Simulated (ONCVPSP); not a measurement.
# Copper: generating and testing an ONCV potential

Aim: build the potential from the settings below, then test how well it stands in for the atom: other configurations, scattering, ghost states and the plane-wave cutoff that it needs.

The numbers are computed with ONCVPSP 4.0.1.1 (patched build) (PBEsol, scalar-relativistic, spin-unpolarised reference atom).

## (1) The design

Typed settings, in words:

```
element                 : copper (Cu, Z = 29)
type                    : optimised norm-conserving Vanderbilt (ONCV)
frozen core             : [Ar]
valence charge          : 11
reference configuration : 3d10 4s1
partial waves           : 4s: rc 2.45 bohr, ncon 4, nbas 8, qcut 2.5 1/bohr, 1 projector; p scattering state at 0.38 Ha: rc 2.30 bohr, ncon 5, nbas 9, qcut 3.9 1/bohr, 2 projectors, debl 2.9 Ha; 3d: rc 1.25 bohr, ncon 4, nbas 8, qcut 12.1 1/bohr, 2 projectors, debl 0.5 Ha
local potential         : polynomial inside 0.80 bohr (lpopt 2, dvloc0 4 Ha)
core correction         : not asked for
```

The outer shells as boxes (Hund's rule for the drawing; the calculation is spin-unpolarised):

```
[Ar] core
3d [↑↓][↑↓][↑↓][↑↓][↑↓]
4s [↑ ]
```

## (2) Generating the potential

Cu.dat

```
# ATOM AND REFERENCE CONFIGURATION
# atsym  z   nc   nv     iexc    psfile
  Cu 29.00    5    2  -116133      upf
#
#   n    l    f
    1    0    2.00
    2    0    2.00
    2    1    6.00
    3    0    2.00
    3    1    6.00
    3    2   10.00
    4    0    1.00
#
# PSEUDOPOTENTIAL AND OPTIMIZATION
# lmax
    2
#
#   l,   rc,      ep,       ncon, nbas, qcut
    0    2.45    0.00    4    8    2.50
    1    2.30    0.38    5    9    3.90
    2    1.25    0.00    4    8   12.10
#
# LOCAL POTENTIAL
# lloc, lpopt,  rc(5),   dvloc0
    4    2    0.80    4.00
#
# VANDERBILT-KLEINMAN-BYLANDER PROJECTORs
# l, nproj, debl
    0    1    2.70
    1    2    2.90
    2    2    0.50
#
# MODEL CORE CHARGE
# icmod, fcfact, rcfact
    0    0.00    0.00
#
# LOG DERIVATIVE ANALYSIS
# epsh1, epsh2, depsh
   -2.00    5.00    0.02
#
# OUTPUT GRID
# rlmax, drl
    6.00    0.01
#
# TEST CONFIGURATIONS
# ncnf
    4
# nvcnf
#   n    l    f
    2
    3    2   10.00
    4    0    0.00
#
    2
    3    2    9.00
    4    0    0.00
#
    2
    3    2    8.00
    4    0    0.00
#
    2
    3    2    9.00
    4    0    2.00
#
```

Started as:

```sh
$ oncvpsp.x < Cu.dat > Cu.out
```

Q: Predict the outcome of this session. Wanted: cutoffs for 1 and 0.1 mHa per electron, occupied waves; bound ghosts; GHOST(+) flags; largest test error; largest phase difference near zero energy, channels read.

As calculated:

| quantity | value |
| --- | --- |
| cutoffs for 1 and 0.1 mHa per electron, occupied waves | 61 Ha and 68 Ha |
| bound ghosts | s at -22.40 eV |
| GHOST(+) flags | p at 144 eV |
| largest test error (AE − PS) | -37 meV, for 3d9 4s2 (1 test unsolved) |
| largest phase difference near zero energy, channels read | 0.007 rad |

A bound ghost (s) makes it unfit for use: electrons can fall into a state that the atom doesn't have. By total energies transferability is fair where solved: the largest error is 37 meV on 2.0 eV, for 3d9 4s2. Of the tests 1 gave no usable energy difference, which is a warning in itself. By its cutoff, 61 Ha for the looser tolerance, it is hard. At the looser tolerance the 3d wave is the slowest; 4s needs 6 Ha. Near zero energy the phases of the channels with partial waves agree within 0.007 rad. The pseudo curves have a pole with no partner nearby in the atom's: s at -0.82 Ha. The program also flags highly localised states, GHOST(+) (p).
